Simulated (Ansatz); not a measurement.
Runs of Ansatz 0.2.0 on Sr2SO. It takes space group P4/mmm (No. 123, tetragonal). Conventional cell: a = 4.043 Å, b = 4.043 Å, c = 5.718 Å, α = 90.00°, β = 90.00°, γ = 90.00°. Sr (site symmetry 4/mmm) is surrounded by 2 O at 2.86 Å and 4 S at 2.86 Å. Around Sr (site symmetry 4/mmm) lie 2 S at 2.86 Å and 4 O at 2.86 Å. Around S (site symmetry 4/mmm) lie 6 Sr at 2.86 Å. O (site symmetry 4/mmm) has 6 Sr at 2.86 Å as nearest neighbours. The cell comes from a database or a generator and needn't be the stable form of this composition.

| cell | target pressure (GPa) | gap on the mesh (eV) | pressure (GPa) |
| --- | --- | --- | --- |
| relaxed to 20 GPa | 20 | 1.92 | 20.0 |
| relaxed | 0 | 2.21 | 0.0 |
| relaxed to 10 GPa | 10 | (a) | 10.0 |
| relaxed to 5 GPa | 5 | (b) | 5.0 |
| relaxed to 30 GPa | 30 | 1.71 | 30.0 |
| relaxed to 2 GPa | 2 | 2.18 | 2.0 |

Alike in all rows: task relaxation of cell and atoms; level PBE; potentials or basis Ansatz PAW; no spin polarisation; k mesh 7 × 7 × 5; cutoff (eV) 420; smearing fermi-dirac 0.05 eV.

Fill in the values left out.

(a) 2.07; (b) 2.14.

Caveats: odd divisions of the mesh miss points on the zone boundary, where band edges often lie, so the gap on the mesh can be too wide; the plane-wave basis is chosen anew once the cell has moved, so the energies of steps on either side of that aren't comparable.

A k mesh can miss the band edges, and the runs leave out spin-orbit coupling on Sr.
